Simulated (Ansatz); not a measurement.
# Cu2Sn2Pd: the cost of one run

Program: Ansatz 0.2.0, driven from Python. Level of theory: DFT r2SCAN+D3(BJ) with three-body term, plane waves, PAW. These are calculated values, not measurements.

**1. The structure**

The structure is trigonal, space group P-3m1 (No. 164). The conventional cell has a = 4.416 Å, b = 4.416 Å, c = 5.522 Å, α = 90.00°, β = 90.00°, γ = 120.00°. Cu (site symmetry 3m) is surrounded by 5 Sn at 2.60 to 2.77 Å and 3 Pd at 2.78 Å. Around Sn (site symmetry 3m) lie 5 Cu at 2.60 to 2.77 Å. Pd (site symmetry -3m) is surrounded by 6 Cu at 2.78 Å and 6 Sn at 3.03 Å.

No structure file is read: the coordinates are typed or built in the script.

**2. The script**

File ecut.py:

```python
"""Convergence of Cu2Sn2Pd with the plane-wave cutoff."""

import ansatz as az

config = {
    "xc": "r2scan",
    "vdw": "d3bjatm",
    "k_density": 2.7,
    "smearing": "cold",
    "width_ev": 0.05,
    "tolerance": 1e-07,
    "extra_bands": 2,
}

cell = (
    az.Lattice.from_parameters(4.415869, 4.415869, 5.521845, alpha=90.0, beta=90.0, gamma=120.0)
    .atom("Cu", [1 / 3, 2 / 3, 0.702337])
    .atom("Cu", [2 / 3, 1 / 3, 0.297663])
    .atom("Sn", [1 / 3, 2 / 3, 0.204231])
    .atom("Sn", [2 / 3, 1 / 3, 0.795769])
    .atom("Pd", [0.0, 0.0, 0.5])
)

setup = (
    cell.calculation()
    .functional(config["xc"], dispersion=config["vdw"])
    .kpoints(density=config["k_density"])
    .occupations(config["smearing"], width=config["width_ev"])
    .scf(tolerance=config["tolerance"], extra_bands=config["extra_bands"])
    .stress()
)

rows = []
for value in [250, 325, 400, 475, 550, 625]:
    rep = setup.basis(value).run(threads=1, backend="cpu").report
    rows.append((value, rep["free_energy_ev"] / len(rep["lattice"]["sites"]), rep["n_iterations"], sum(rep["stress_gpa"][i][i] for i in range(3)) / 3, rep["n_pw"]))

print(" cutoff (eV)   F/atom (eV)    iterations       P (GPa)   plane waves")
for row in rows:
    print(f"{str(row[0]):>12s}  {row[1]:12.5f}  {row[2]:12d}  {row[3]:12.3f}  {row[4]:12d}")

# the last row is the reference
for row in rows[:-1]:
    shift = 1000 * (row[1] - rows[-1][1])
    print(f"{row[0]}: {shift:+.2f} meV/atom" + ("  (within 5 meV)" if abs(shift) < 5 else ""))
```

**3. What the engine is handed**

The package turns the script's settings into the engine's input (first run):

```yaml
crystal:
  lattice:
    a: 4.415869
    b: 4.415869
    c: 5.521845
    alpha: 90.0
    beta: 90.0
    gamma: 120.0
  atoms:
    - { symbol: Cu, position: [0.3333333333333333, 0.6666666666666666, 0.702337] }
    - { symbol: Cu, position: [0.6666666666666666, 0.3333333333333333, 0.297663] }
    - { symbol: Sn, position: [0.3333333333333333, 0.6666666666666666, 0.204231] }
    - { symbol: Sn, position: [0.6666666666666666, 0.3333333333333333, 0.795769] }
    - { symbol: Pd, position: [0.0, 0.0, 0.5] }
basis:
  ecutwfc: 250.0
kpoints:
  mp_grid:
    kspacing: 0.37037037037037035
hamiltonian:
  xc: r2scan
  dispersion: d3bjatm
scf:
  n_extra_bands: 2
  convergence:
    dr2_threshold: 1.0e-07
  occupations:
    method: cold
    width: 0.05
output:
  stress: true
```

**4. Launch**

The run is started by

```console
> python ecut.py
```

Q: Estimate wall time and peak memory on 1 thread of Arm Neoverse V2, shared host.

About 62 s, with a peak of 0.86 GiB.
